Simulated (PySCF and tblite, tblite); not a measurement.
# C4H5F4N: a path driven as rotation about a bond, and NMR exchange

Aim: the barrier and rate of rotation about a bond in C4H5F4N (`C=N[C@@H](CF)C(F)(F)F`), and what it does to NMR lines.

Computed with tblite 0.8.0 (tight binding) and PySCF 2.14.0 (DFT, with response routines of our own); each step states its level. Atoms count from 0 throughout.

### Step 1. The molecule as given

14 atoms, charge 0, multiplicity 1; geometry from: force field or distance geometry start.

Bonds of the start (Å): C0–H10 1.09, C0–H9 1.09, C0–N1 1.30, C2–C3 1.53, C2–C5 1.54, C2–H11 1.09, C3–F4 1.38, C3–H12 1.08, C3–H13 1.09, C5–F6 1.36, C5–F7 1.35, C5–F8 1.35, N1–C2 1.48.

### Step 2. GFN2-xTB relaxation, start minimum

The job: settings as JSON, then the geometry in Å.

```
{"job": {"xc": "GFN2-xTB", "basis": "xTB", "kind": "relax"}, "charge": 0, "multiplicity": 1}
C      2.023200    -0.120600     0.891900
N      0.740200    -0.140900     1.080800
C     -0.062700    -0.219500    -0.154200
C     -1.392000    -0.902400     0.152900
F     -1.152200    -2.232800     0.410200
C     -0.389100     1.165300    -0.733600
F      0.755200     1.838300    -1.036300
F     -1.095000     1.934600     0.124300
F     -1.088900     1.057500    -1.878500
H      2.479600    -0.139400    -0.101600
H      2.696700    -0.069800     1.752700
H      0.450100    -0.817900    -0.910700
H     -2.096500    -0.861100    -0.667700
H     -1.869200    -0.491800     1.047600
```

Launch:

```
$ OMP_NUM_THREADS=1 python ens_run.py task.json out
```

One launch serves the whole session.

Standard output:

```text
step      E/eV     max force
  0    -896.19697    2.830
  1    -896.26873    2.547
  2    -896.31935    0.339
  3    -896.33112    0.283
  4    -896.34414    0.304
  5    -896.34960    0.254
  6    -896.35787    0.176
  7    -896.36179    0.140
  8    -896.36529    0.168
  9    -896.36780    0.143
 10    -896.37054    0.160
 11    -896.37351    0.140
 12    -896.37698    0.138
 13    -896.38004    0.133
 14    -896.38209    0.101
 15    -896.38346    0.077
 16    -896.38447    0.086
 17    -896.38534    0.078
 18    -896.38613    0.074
 19    -896.38681    0.072
 20    -896.38741    0.074
 21    -896.38799    0.066
 22    -896.38852    0.048
 23    -896.38895    0.048
 24    -896.38932    0.060
 25    -896.38979    0.071
 26    -896.39051    0.082
 27    -896.39148    0.084
 28    -896.39262    0.075
 29    -896.39382    0.074
 30    -896.39508    0.094
 31    -896.39651    0.107
 32    -896.39806    0.105
 33    -896.39947    0.092
 34    -896.40065    0.079
 35    -896.40151    0.059
 36    -896.40186    0.128
 37    -896.40238    0.051
 38    -896.40270    0.034
 39    -896.40311    0.027
 40    -896.40326    0.028
 41    -896.40348    0.029
 42    -896.40367    0.032
 43    -896.40386    0.036
 44    -896.40401    0.035
 45    -896.40415    0.034
 46    -896.40431    0.032
 47    -896.40448    0.032
 48    -896.40464    0.039
 49    -896.40478    0.043
 50    -896.40491    0.043
 51    -896.40508    0.043
 52    -896.40528    0.048
 53    -896.40549    0.051
 54    -896.40563    0.035
 55    -896.40572    0.020
 56    -896.40579    0.021
 57    -896.40587    0.026
 58    -896.40595    0.032
 59    -896.40602    0.027
 60    -896.40609    0.024
 61    -896.40618    0.027
 62    -896.40631    0.043
 63    -896.40646    0.041
 64    -896.40661    0.082
 65    -896.40681    0.049
 66    -896.40715    0.068
 67    -896.40773    0.056
 68    -896.40808    0.057
 69    -896.40817    0.122
 70    -896.40838    0.036
 71    -896.40850    0.022
 72    -896.40866    0.022
 73    -896.40880    0.028
 74    -896.40887    0.028
 75    -896.40892    0.021
 76    -896.40896    0.017
 77    -896.40900    0.016
 78    -896.40903    0.010
 79    -896.40904    0.008
 80    -896.40905    0.009
 81    -896.40906    0.007
 82    -896.40907    0.005
 83    -896.40907    0.004
 84    -896.40908    0.004
 85    -896.40908    0.004
 86    -896.40908    0.003
 87    -896.40908    0.004
 88    -896.40909    0.006
 89    -896.40909    0.006
 90    -896.40910    0.007
 91    -896.40911    0.007
 92    -896.40912    0.007
 93    -896.40912    0.005
 94    -896.40912    0.004
 95    -896.40913    0.003
 96    -896.40913    0.004
 97    -896.40913    0.004
 98    -896.40913    0.004
 99    -896.40914    0.004
100    -896.40914    0.004
101    -896.40914    0.006
102    -896.40914    0.005
103    -896.40915    0.006
104    -896.40915    0.007
105    -896.40916    0.007
106    -896.40916    0.004
107    -896.40917    0.004
108    -896.40917    0.003
```

It took 0.44 s on 1 thread of Arm Neoverse V2, shared host.

Relaxing gained 0.212 eV and moved the atoms by 0.26 Å on average (rms).

### Step 3. Relaxed scan, rotation

The job: settings as JSON, then the geometry in Å.

```
{"job": {"xc": "GFN2-xTB", "basis": "xTB", "coordinate": [["t", [9, 0, 1, 2], 0.5], ["t", [10, 0, 1, 2], 0.5]], "kind": "drive"}, "charge": 0, "multiplicity": 1}
C      1.972035    -0.263059     0.953247
N      0.785742     0.132070     0.925106
C     -0.033548    -0.111580    -0.227417
C     -1.276269    -0.907328     0.191158
F     -0.930480    -2.215396     0.378039
C     -0.470816     1.243616    -0.785790
F      0.576868     1.996022    -1.137170
F     -1.196891     1.953287     0.079149
F     -1.222522     1.097021    -1.889288
H      2.465348    -0.797511     0.136388
H      2.546525    -0.067607     1.844971
H      0.491758    -0.647454    -1.040545
H     -2.042387    -0.884324    -0.590112
H     -1.666041    -0.528230     1.140097
```

Standard output:

```text
point  coordinate     E/eV
  0    -75.700     -896.34442
  1    -61.800     -896.16642
  2    -47.700     -895.86573
  3    -31.800     -895.48403
  4    -14.500     -895.41204
  5      0.600     -895.50700
  6     15.500     -895.42173
  7     32.800     -895.48210
  8     48.700     -895.86783
  9     62.800     -896.16570
 10     76.600     -896.34314
 11     90.400     -896.39301
```

Wall time 2.5 s (1 thread of Arm Neoverse V2, shared host).

The highest point is number 4, 21.5 kcal/mol above the first.

### Step 4. Nudged elastic band, leg 1

Changed since step 3:

```diff
@@ -1,2 +1,2 @@
-{"job": {"xc": "GFN2-xTB", "basis": "xTB", "coordinate": [["t", [9, 0, 1, 2], 0.5], ["t", [10, 0, 1, 2], 0.5]], "kind": "drive"}, "charge": 0, "multiplicity": 1}
+{"job": {"xc": "GFN2-xTB", "basis": "xTB", "kind": "neb"}, "charge": 0, "multiplicity": 1}
 C      1.972035    -0.263059     0.953247
```

Standard output:

```text
image   E - E0 / eV
  0       0.0000
  1       0.0539
  2       0.0863
  3       0.2020
  4       7.3854
  5       0.7182
  6      -0.0000
```

Wall time 4.5 s (1 thread of Arm Neoverse V2, shared host); peak memory 0.2 GiB.

The run did not converge, so its numbers are no properties of the molecule.

### Step 5. Saddle search, leg 1

The job: settings as JSON, then the geometry in Å.

```
{"job": {"xc": "GFN2-xTB", "basis": "xTB", "kind": "saddle"}, "charge": 0, "multiplicity": 1}
C      2.020504    -0.213914     1.079241
N      1.041247    -0.183713     0.333224
C     -0.058518    -0.211512    -0.497942
C     -1.249633    -0.944789     0.156484
F     -0.993034    -2.284764     0.183396
C     -0.474314     1.240593    -0.775108
F      0.506832     1.939904    -1.349081
F     -0.821980     1.893090     0.338739
F     -1.528127     1.301161    -1.602210
H      3.013308    -0.528289     0.729867
H      1.955512     0.089045     2.132153
H      0.137479    -0.679618    -1.488529
H     -2.162865    -0.803236    -0.430611
H     -1.386409    -0.613956     1.190378
```

Standard output:

```text
step      E/eV     max force
  0    -895.41204   0.1878
  1    -895.41956   0.3199
  2    -895.41723   0.2893
  3    -895.43678   0.5345
  4    -895.42338   0.3853
  5    -895.43159   0.4825
  6    -895.44161   0.5729
  7    -895.45303   0.6529
  8    -895.46550   0.7200
  9    -895.47823   0.7753
 10    -895.48899   0.8140
 11    -895.50269   0.8389
 12    -895.51728   0.8561
 13    -895.53144   0.8637
 14    -895.54673   0.8639
 15    -895.56863   0.8516
 16    -895.59926   0.7931
 17    -895.63924   0.6982
 18    -895.70831   0.5402
 19    -895.79961   0.4777
 20    -895.93363   0.5634
 21    -896.02902   0.4126
 22    -896.11224   0.4664
 23    -896.18874   0.4668
 24    -896.25184   0.4543
 25    -896.31911   0.6441
 26    -896.37177   0.3300
 27    -896.39519   0.3110
 28    -896.40275   0.1466
 29    -896.40298   0.3226
 30    -896.40418   0.1591
 31    -896.40671   0.0683
 32    -896.40782   0.0931
 33    -896.40788   0.0379
 34    -896.40654   0.1914
 35    -896.40830   0.0289
 36    -896.40877   0.0264
 37    -896.40855   0.1085
 38    -896.40884   0.0169
 39    -896.40872   0.0365
 40    -896.40831   0.0166
 41    -896.40752   0.0124
 42    -896.40587   0.0380
 43    -896.40707   0.0154
 44    -896.40642   0.0162
 45    -896.40568   0.0163
 46    -896.40489   0.0191
 47    -896.40397   0.0217
 48    -896.40296   0.0224
 49    -896.40198   0.0303
 50    -896.40120   0.0245
 51    -896.39983   0.0304
 52    -896.39798   0.0382
 53    -896.39810   0.0346
 54    -896.39730   0.0869
 55    -896.39798   0.0298
 56    -896.39652   0.0305
 57    -896.39488   0.0333
 58    -896.39319   0.0378
 59    -896.39140   0.0366
 60    -896.39034   0.0509
 61    -896.38774   0.0394
 62    -896.38370   0.0544
 63    -896.37964   0.0532
 64    -896.37905   0.0833
 65    -896.37895   0.2234
 66    -896.37865   0.0444
 67    -896.37714   0.0671
 68    -896.37457   0.0596
 69    -896.36920   0.1559
 70    -896.37442   0.0477
lowest wavenumbers (cm-1): 34.6 56.7 89.9 160.2 207.6 277.4
```

Run time: 6.4 s. Hardware: 1 thread of Arm Neoverse V2, shared host; peak memory 0.2 GiB.

The run did not converge, so its numbers are no properties of the molecule.

Point group C1; 0 imaginary modes.

### Step 6. Kinetics and line shapes

The job: settings as JSON, then the geometry in Å.

```
{"job": {"smiles": "C=NC(CF)C(F)(F)F", "charge": 0, "mult": 1, "motion": "rotation", "what": "imine", "atoms": [0, 1], "drives": [{"terms": [["t", [9, 0, 1, 2], 0.5], ["t", [10, 0, 1, 2], 0.5]], "by": 180, "n": 12}], "study": "path", "level": {"kind": "nmr", "xc": "PBE0", "basis": "pcSseg-1", "solvent": "benzene"}, "fields": [60, 90, 270], "first": 3, "seed": 285, "kind": "path"}, "charge": 0, "multiplicity": 1}
C      1.972035    -0.263059     0.953247
N      0.785742     0.132070     0.925106
C     -0.033548    -0.111580    -0.227417
C     -1.276269    -0.907328     0.191158
F     -0.930480    -2.215396     0.378039
C     -0.470816     1.243616    -0.785790
F      0.576868     1.996022    -1.137170
F     -1.196891     1.953287     0.079149
F     -1.222522     1.097021    -1.889288
H      2.465348    -0.797511     0.136388
H      2.546525    -0.067607     1.844971
H      0.491758    -0.647454    -1.040545
H     -2.042387    -0.884324    -0.590112
H     -1.666041    -0.528230     1.140097
```

Standard output:

```text
stationary points (kcal/mol above the start)
  n  kind          group   xTB      DFT    lowest mode
  0  minimum      C1       0.00        -      50.5
  1  minimum      C1      -0.00        -      50.8
1 of 1 saddle searches failed
```

It took 18 s on 1 thread of Arm Neoverse V2, shared host; peak memory 0.2 GiB. This counts the whole study up to here.

The study is incomplete (1 of 1 saddle searches failed), so no barrier is given.

### Step 7. Outcome

```
                               quantity  value
stages that failed or stayed incomplete      3
```

What this shows: A saddle search failed, so the path is incomplete. A part of the study did not end soundly; only values from sound steps are given.
